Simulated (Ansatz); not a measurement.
Run this with the Python package of Ansatz (0.2.0) and show what comes out.

`lisb3_dfpt.py`
```python
# -*- coding: utf-8 -*-
"""DFPT phonons of LiSb3."""

from pathlib import Path
import warnings

import ansatz as az
import numpy as np

warnings.simplefilter("ignore", az.DeckWarning)

vectors = np.array([
    [4.681021, 0.0, 0.0],
    [0.0, 4.681021, 0.0],
    [0.0, 0.0, 4.681021],
])
lisb3 = (
    az.Lattice.of(vectors)
    .atom("Li", (0.0, 0.0, 0.0))
    .atom("Sb", (0.5, 0.0, 0.5))
    .atom("Sb", (0.0, 0.5, 0.5))
    .atom("Sb", (0.5, 0.5, 0.0))
)

model = (
    lisb3.calculation()
    .basis(550)
    .functional("lda")
    .occupations("fermi_dirac", width=0.05)
    .kpoints(4, 4, 4)
    .phonons("dfpt", points=[(0, 0, 0), (0, 0, 0.5), (0.5, 0.5, 0.5)])
)
result = model.run(runs_dir="runs")
ph = result.phonons

for q in ph.qpoints:
    thz = np.asarray(q.omega_inv_cm) / 33.35641
    print("q = ({:.2f}, {:.2f}, {:.2f})".format(*q.q_frac), np.round(thz, 2) + 0.0, "THz")
```

Running `python lisb3_dfpt.py` prints:
```text
q = (0.00, 0.00, 0.00) [-2.1  -2.1  -2.1  -1.53 -1.53 -1.53  0.    0.    0.    3.33  3.33  3.33] THz
q = (0.00, 0.00, 0.50) [-1.54 -1.54 -1.23 -1.23  1.58  1.7   2.13  2.45  2.45  2.56  2.62  2.62] THz
q = (0.50, 0.50, 0.50) [-0.73 -0.73 -0.73 -0.67 -0.67 -0.67  2.    2.    3.27  3.27  3.27  3.67] THz
```

The cell isn't relaxed first, so the values belong to this volume. The mesh is modest for a metal, so energies can be off by several to tens of meV an atom and pressures by half a GPa or more; differences at equal mesh fare better. A negative frequency stands for an imaginary mode. No non-analytic term is added, so at the zone centre the longitudinal optical modes of a polar crystal aren't split off. This cell is a computed structure, which may not be the phase found in nature. The structure is taken as given; imaginary modes can come from an unrelaxed or unstable start. Finished in 2.7 min on 1 thread of Arm Neoverse V1, on a shared host, peak memory 0.69 GiB.
